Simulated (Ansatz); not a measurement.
# C2H5BCl2: a ladder of functionals and wavefunction methods

The task here is to estimate one member of a computed series from the others.

Program: Ansatz 0.2.0, Gaussian basis. Level of theory: functionals in def2-TZVPP, the program's frozen cores in correlated methods. These are calculated values, not measurements.

Levels to be run: LDA (SPW92), PBE-D4, revPBE-D4, BLYP-D4, r2SCAN-D4, B97M-V, PBE0-D4, B3LYP-D4, r2SCANh-D4, r2SCAN0-D4, HSE06-D4, BHLYP-D4, CAM-B3LYP-D4, LC-ωPBE, ωB97X-V, ωB97M-V, B2PLYP, PBE-QIDH; CCSD(T)/def2-SVP; CCSD(T)/def2-TZVPP; MP2/def2-QZVPP; extrapolation to the limit; RPA on PBE.

## The geometry

All runs share one geometry, relaxed beforehand with PBE0-D4 in a triple-zeta def2 set.

SMILES `CC(Cl)BCl`, 10 atoms, charge 0, spin multiplicity 1.

Atoms are counted from 1 here; the program's logs count them from 0.

Bond lengths: C1–C2 1.505 Å, C1–H6 1.092 Å, C1–H7 1.091 Å, C1–H8 1.094 Å, C2–Cl3 1.827 Å, C2–B4 1.562 Å, C2–H9 1.089 Å, B4–Cl5 1.746 Å, B4–H10 1.191 Å. Angles: C2–C1–H6 111.5°, C2–C1–H7 111.2°, C2–C1–H8 108.9°, H6–C1–H7 108.8°, H6–C1–H8 108.2°, H7–C1–H8 108.2°, C1–C2–Cl3 110.8°, C1–C2–B4 118.8°, C1–C2–H9 112.7°, Cl3–C2–B4 91.4°, Cl3–C2–H9 105.1°, B4–C2–H9 114.9°, C2–B4–Cl5 120.8°, C2–B4–H10 120.8°, Cl5–B4–H10 118.4°.

Coordinates:

| atom | x (Å) | y (Å) | z (Å) |
| --- | --- | --- | --- |
| C1 | -0.7575 | -0.1306 | 1.0390 |
| C2 | 0.0548 | 0.4854 | -0.0678 |
| Cl3 | 1.7446 | 0.8757 | 0.5059 |
| B4 | 0.6103 | -0.4385 | -1.1985 |
| Cl5 | 0.7864 | 0.1537 | -2.8317 |
| H6 | -0.8648 | 0.5520 | 1.8842 |
| H7 | -0.3041 | -1.0579 | 1.3921 |
| H8 | -1.7572 | -0.3617 | 0.6585 |
| H9 | -0.3551 | 1.4344 | -0.4113 |
| H10 | 0.9257 | -1.5636 | -0.9675 |

The first run:

File in.yaml:

```yaml
crystal:
  periodic: [false, false, false]
  atoms:
    - {symbol: C, position_ang: [-0.757523, -0.130586, 1.038986]}
    - {symbol: C, position_ang: [0.054800, 0.485411, -0.067828]}
    - {symbol: Cl, position_ang: [1.744622, 0.875720, 0.505858]}
    - {symbol: B, position_ang: [0.610340, -0.438472, -1.198472]}
    - {symbol: Cl, position_ang: [0.786360, 0.153735, -2.831661]}
    - {symbol: H, position_ang: [-0.864756, 0.551963, 1.884169]}
    - {symbol: H, position_ang: [-0.304073, -1.057896, 1.392065]}
    - {symbol: H, position_ang: [-1.757166, -0.361749, 0.658502]}
    - {symbol: H, position_ang: [-0.355127, 1.434360, -0.411251]}
    - {symbol: H, position_ang: [0.925724, -1.563587, -0.967469]}
basis:
  gaussian: {orbitals: def2-TZVPP}
hamiltonian: {xc: lda}
output: {orbitals: {seedname: orbitals}}
```

The run is started by

```
$ ansatz run in.yaml --threads 4 --pin off --events-out ev --progress --plain --max-ram 10444MiB
```

Among the steps run: LDA; PBE-D4 (GGA); revPBE-D4 (GGA); BLYP-D4 (GGA); r2SCAN-D4 (meta-GGA); B97M-V (meta-GGA); B3LYP-D4 (hybrid); r2SCANh-D4 (hybrid); r2SCAN0-D4 (hybrid); HSE06-D4 (hybrid); BHLYP-D4 (hybrid); CAM-B3LYP-D4 (range-separated); LC-ωPBE (range-separated); ωB97X-V (range-separated); ωB97M-V (range-separated); B2PLYP (double hybrid); PBE-QIDH (double hybrid).

One table of the session follows, with a row left open; its other results are not shown here.

It belongs to the step «Orbital energies across the functionals». 

```
  functional  HOMO (eV)  gap (eV)
 LDA (SPW92)      -7.09      4.50
      PBE-D4      -6.97      4.66
   revPBE-D4      -6.91      4.72
     BLYP-D4      -6.85      4.71
   r2SCAN-D4      -7.27      5.26
      B97M-V      -7.38      5.39
     PBE0-D4      -8.31      6.98
    B3LYP-D4      -8.09      6.56
  r2SCANh-D4      -7.76      6.10
  r2SCAN0-D4      -8.51      7.36
    HSE06-D4      -7.91      6.19
    BHLYP-D4      -9.57      9.32
CAM-B3LYP-D4      -9.70      9.50
     LC-ωPBE     -11.06     12.03
     ωB97X-V     -10.71     11.59
     ωB97M-V          ?         ?
```

**Question.** Estimate the row for ωB97M-V.

The run gave: HOMO (eV): -10.56; gap (eV): 11.23. In the column «HOMO (eV)» it lies between ωB97X-V (-10.71) and CAM-B3LYP-D4 (-9.70).
